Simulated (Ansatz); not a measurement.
# C18H12: the cost of one run

The runs use Ansatz 0.2.0, Gaussian basis; the settings change from run to run.

## (1) The geometry

The geometry comes from an earlier relaxation with PBE0-D4 in a triple-zeta def2 set; it is a stationary point, not always the lowest conformer.

30 atoms, charge 0, spin multiplicity 1.

Atoms are counted from 1 here; the program's logs count them from 0.

Bond lengths: C1–C2 1.400 Å, C1–C6 1.369 Å, C1–H19 1.084 Å, C2–C3 1.372 Å, C2–H20 1.084 Å, C3–C4 1.411 Å, C3–H21 1.080 Å, C4–C5 1.421 Å, C4–C18 1.443 Å, C5–C6 1.407 Å, C5–C7 1.419 Å, C6–H22 1.085 Å, C7–C8 1.353 Å, C7–H23 1.085 Å, C8–C9 1.421 Å, C8–H24 1.085 Å, C9–C10 1.421 Å, C9–C18 1.405 Å and more. Angles: C2–C1–C6 119.2°, C2–C1–H19 120.3°, C6–C1–H19 120.5°, C1–C2–C3 120.6°, C1–C2–H20 119.9°, C3–C2–H20 119.5°, C2–C3–C4 121.7°, C2–C3–H21 118.6°, C4–C3–H21 119.5°, C3–C4–C5 116.9°, C3–C4–C18 123.8°, C5–C4–C18 119.1°, C4–C5–C6 120.0°, C4–C5–C7 119.8°, C6–C5–C7 120.1°, C1–C6–C5 121.2°, C1–C6–H22 120.5°, C5–C6–H22 118.3° and more.

Coordinates:

```
C    -1.20209    3.81334    0.84816
C    -0.82986    2.85223    1.79534
C    -0.39323    1.61300    1.39875
C    -0.30377    1.25887    0.03581
C    -0.56811    2.28253   -0.91373
C    -1.05029    3.53233   -0.48347
C    -0.27028    2.06727   -2.28471
C     0.33943    0.92567   -2.67858
C     0.56994   -0.13685   -1.76360
C     1.24184   -1.30525   -2.21378
C     1.45613   -2.35182   -1.38378
C     0.89006   -2.35975   -0.08219
C     0.97484   -3.51401    0.71788
C     0.31015   -3.59911    1.91212
C    -0.50033   -2.53305    2.31967
C    -0.56823   -1.38248    1.57455
C     0.16868   -1.22656    0.38135
C     0.13884   -0.03339   -0.42997
H    -1.56402    4.78360    1.16755
H    -0.86714    3.09214    2.85182
H    -0.05517    0.91753    2.15260
H    -1.27069    4.28492   -1.23323
H    -0.48386    2.85903   -2.99453
H     0.64185    0.78697   -3.71102
H     1.60364   -1.32597   -3.23618
H     2.00714   -3.22445   -1.71732
H     1.55649   -4.35312    0.35091
H     0.37443   -4.49780    2.51430
H    -1.09594   -2.62115    3.22109
H    -1.25042   -0.60468    1.88422
```

## (2) B97/STO-3G

This run has coordinates scaled by 1.05, high accuracy.

Input file in.yaml:

```yaml
crystal:
  periodic: [false, false, false]
  atoms:
    - {symbol: C, position_ang: [-1.262200, 4.004004, 0.890573]}
    - {symbol: C, position_ang: [-0.871349, 2.994843, 1.885109]}
    - {symbol: C, position_ang: [-0.412896, 1.693648, 1.468693]}
    - {symbol: C, position_ang: [-0.318960, 1.321812, 0.037598]}
    - {symbol: C, position_ang: [-0.596519, 2.396659, -0.959415]}
    - {symbol: C, position_ang: [-1.102809, 3.708946, -0.507643]}
    - {symbol: C, position_ang: [-0.283797, 2.170631, -2.398947]}
    - {symbol: C, position_ang: [0.356403, 0.971951, -2.812506]}
    - {symbol: C, position_ang: [0.598440, -0.143693, -1.851780]}
    - {symbol: C, position_ang: [1.303933, -1.370509, -2.324473]}
    - {symbol: C, position_ang: [1.528940, -2.469407, -1.452972]}
    - {symbol: C, position_ang: [0.934563, -2.477739, -0.086299]}
    - {symbol: C, position_ang: [1.023577, -3.689711, 0.753773]}
    - {symbol: C, position_ang: [0.325652, -3.779061, 2.007721]}
    - {symbol: C, position_ang: [-0.525347, -2.659705, 2.435649]}
    - {symbol: C, position_ang: [-0.596641, -1.451600, 1.653276]}
    - {symbol: C, position_ang: [0.177118, -1.287892, 0.400423]}
    - {symbol: C, position_ang: [0.145783, -0.035060, -0.451473]}
    - {symbol: H, position_ang: [-1.642220, 5.022785, 1.225924]}
    - {symbol: H, position_ang: [-0.910492, 3.246748, 2.994405]}
    - {symbol: H, position_ang: [-0.057930, 0.963410, 2.260232]}
    - {symbol: H, position_ang: [-1.334225, 4.499166, -1.294895]}
    - {symbol: H, position_ang: [-0.508051, 3.001979, -3.144257]}
    - {symbol: H, position_ang: [0.673944, 0.826324, -3.896567]}
    - {symbol: H, position_ang: [1.683822, -1.392272, -3.397990]}
    - {symbol: H, position_ang: [2.107492, -3.385675, -1.803182]}
    - {symbol: H, position_ang: [1.634320, -4.570780, 0.368455]}
    - {symbol: H, position_ang: [0.393153, -4.722688, 2.640015]}
    - {symbol: H, position_ang: [-1.150741, -2.752206, 3.382143]}
    - {symbol: H, position_ang: [-1.312944, -0.634910, 1.978431]}
basis:
  gaussian: {orbitals: STO-3G}
hamiltonian: {xc: {name: B97}}
accuracy: high
output: {forces: true}
```

Launch:

```bash
$ ansatz run in.yaml --threads 10 --pin off --events-out ev --progress --plain --max-ram 110592MiB --backend cpu
```

What time and memory should one allow on 10 threads of AMD EPYC 7R13, shared host?

About 11 s, with a peak of 1.3 GiB.
